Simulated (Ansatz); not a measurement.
# YCl: a ladder of functionals and wavefunction methods

The task here is to estimate one member of a computed series from the others.

The runs use Ansatz 0.2.0, Gaussian basis; functionals in def2-TZVPP, the program's frozen cores in correlated methods.

Levels to be run: LDA (SPW92), PBE-D4, revPBE-D4, BLYP-D4, r2SCAN-D4, B97M-V, PBE0-D4, B3LYP-D4, r2SCANh-D4, r2SCAN0-D4, HSE06-D4, BHLYP-D4, CAM-B3LYP-D4, LC-ωPBE, ωB97X-V, ωB97M-V, B2PLYP, PBE-QIDH; CCSD(T)/def2-SVP; CCSD(T)/def2-TZVPP; CCSD(T)/def2-QZVPP; extrapolation to the limit; RPA on PBE.

## The relaxed structure

The geometry comes from an earlier relaxation with PBE0-D4 in a triple-zeta def2 set; it is a stationary point. Y takes the def2 core potential; no spin-orbit term is included.

SMILES `[Cl][Y]`, 2 atoms, charge 0, spin multiplicity 1.

Atoms are counted from 1 here; the program's logs count them from 0.

Bond lengths: Cl1–Y2 2.379 Å.

The first run:

in.yaml

```yaml
crystal:
  periodic: [false, false, false]
  atoms:
    - {symbol: Cl, position_ang: [-1.011866, 0.356792, -0.513880]}
    - {symbol: Y, position_ang: [1.011866, -0.356792, 0.513880]}
basis:
  gaussian: {orbitals: def2-TZVPP}
hamiltonian: {xc: lda}
output: {orbitals: {seedname: orbitals}}
```

Launch:

```sh
> ansatz run in.yaml --threads 2 --pin off --events-out ev --progress --plain --max-ram 32768MiB --backend cpu
```

Steps of the session up to this table: LDA; PBE-D4 (GGA); revPBE-D4 (GGA); BLYP-D4 (GGA); r2SCAN-D4 (meta-GGA); B97M-V (meta-GGA); PBE0-D4 (hybrid); B3LYP-D4 (hybrid); r2SCANh-D4 (hybrid); r2SCAN0-D4 (hybrid); HSE06-D4 (hybrid); BHLYP-D4 (hybrid); CAM-B3LYP-D4 (range-separated); LC-ωPBE (range-separated); ωB97X-V (range-separated); ωB97M-V (range-separated); B2PLYP (double hybrid); PBE-QIDH (double hybrid).

One table of the session follows, with a row left open; its other results are not shown here.

It belongs to the step «Frontier levels by functional». 

```
  functional  HOMO (eV)  LUMO (eV)  gap (eV)
 LDA (SPW92)      -4.30      -3.24      1.05
      PBE-D4      -4.17      -3.11      1.06
   revPBE-D4      -4.12      -3.06      1.06
     BLYP-D4      -4.03      -2.97      1.06
   r2SCAN-D4      -4.27      -2.99      1.29
      B97M-V      -4.12      -2.93      1.19
     PBE0-D4      -4.85      -2.11      2.74
    B3LYP-D4      -4.72      -2.32      2.40
  r2SCANh-D4          ?          ?         ?
  r2SCAN0-D4      -4.91      -2.04      2.88
    HSE06-D4      -4.48      -2.50      1.98
    BHLYP-D4      -5.38      -0.99      4.39
CAM-B3LYP-D4      -5.81      -0.82      4.99
     LC-ωPBE      -6.73       0.01      6.74
     ωB97X-V      -6.57       0.01      6.58
     ωB97M-V      -6.55      -0.11      6.44
```

Estimate the missing values for r2SCANh-D4.

Worked estimate for «HOMO (eV)». Against the share of exact exchange, r2SCAN-D4 (0, -4.27), r2SCAN0-D4 (0.25, -4.91) give a slope of -2.56 per unit share; at 0.1 the line stands at -4.53.

**Answer.** HOMO (eV): -4.53; LUMO (eV): -2.60; gap (eV): 1.93. In «HOMO (eV)» the line misses by 0.00.
